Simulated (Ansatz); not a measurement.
**GeSb2Te4: relaxation of cell and atoms with PBEsol+D3(BJ)-ATM**

Crystal: GeSb2Te4.

```
Te Sb Ge
1.0
     2.15929    1.24667   13.22804
    -2.15929    1.24667   13.22804
     0.00000   -2.49333   13.22804
Te Sb Ge
4 2 1
Direct
  0.70897 0.70897 0.70897
  0.29103 0.29103 0.29103
  0.56968 0.56968 0.56968
  0.43032 0.43032 0.43032
  0.85941 0.85941 0.85941
  0.14059 0.14059 0.14059
  0.00000 0.00000 0.00000
```

The cell is a database's computed one.

| Property | Result |
| --- | --- |
| Program | Ansatz 0.2.0 |
| Task | relaxation of cell and atoms |
| Functional | PBEsol |
| Dispersion | D3(BJ)-ATM |
| Potentials or basis | Ansatz PAW |
| Cutoff | 420 eV (not typed: the program's choice for these potentials) |
| k mesh | 7 × 7 × 7 |
| Occupations | fermi-dirac, width 0.05 eV |
| Spin | no spin polarisation |

```
Relaxed volume                         : 27.75 Å³/atom
Relaxed cell                           : a = 13.053 Å, b = 13.053 Å, c = 13.053 Å, α = 18.43°, β = 18.43°, γ = 18.43°
Space group after relaxing (to 0.05 Å) : R-3m (No. 166)
Energy gained by relaxing              : 43.7 meV/atom
Ionic steps                            : 6
Pressure after relaxing                : 0.0 GPa
Largest force after relaxing           : 0.005 eV/Å
Band gap on the k mesh                 : none (metal or under the smearing width)
```

Forces on the atoms (eV/Å):
```
Te   0.000  0.000 -0.005
Te   0.000  0.000  0.005
Te   0.000  0.000  0.000
Te   0.000  0.000  0.000
Sb   0.000  0.000  0.001
Sb   0.000  0.000 -0.001
Ge   0.000  0.000  0.000
```

The path:
```
step  energy change (eV)  largest force (eV/Å)  volume (Å³)
   1              0.0000                0.0454       213.65
   2             -0.1577                0.5096       184.29
   3             -0.3034                0.0878       196.35
   4             -0.3090                0.0459       194.55
   5             -0.3097                0.0048       194.25
   6             -0.3058                0.0047       194.25
```

Final structure:
```cif
data_structure
_symmetry_space_group_name_H-M 'P 1'
_symmetry_Int_Tables_number 1
_cell_length_a 13.0531
_cell_length_b 13.0531
_cell_length_c 13.0531
_cell_angle_alpha 18.434
_cell_angle_beta 18.434
_cell_angle_gamma 18.434
_cell_volume 194.25
loop_
_atom_site_label
_atom_site_type_symbol
_atom_site_fract_x
_atom_site_fract_y
_atom_site_fract_z
_atom_site_occupancy
Te1 Te 0.70812 0.70812 0.70812 1
Te2 Te 0.29188 0.29188 0.29188 1
Te3 Te 0.57074 0.57074 0.57074 1
Te4 Te 0.42926 0.42926 0.42926 1
Sb1 Sb 0.85816 0.85816 0.85816 1
Sb2 Sb 0.14184 0.14184 0.14184 1
Ge1 Ge 0.00000 0.00000 0.00000 1
```

Levels at points of the mesh, in eV from the Fermi level:
```tsv
k point	band 51	band 52	band 53	band 54	band 55	band 56	band 57	band 58
(0.00, 0.00, 0.00)	-1.26	-1.26	-0.65	-0.04	0.03	0.03	0.91	1.24
```

Wall time 27 s on 4 threads of Intel(R) Xeon(R) 6975P-C (Granite Rapids) (shared host), peak memory 0.96 GiB.

Caveat: the plane-wave basis is chosen anew once the cell has moved, so the energies of steps on either side of that aren't comparable; pairwise dispersion overbinds metals, which lowers pressure and volume; the PAW data sets come from PBE, with cores solved anew for the run's functional, which leaves a small shift of forces and pressure. Spin-orbit coupling is left out, which matters for the levels of Sb, Te.
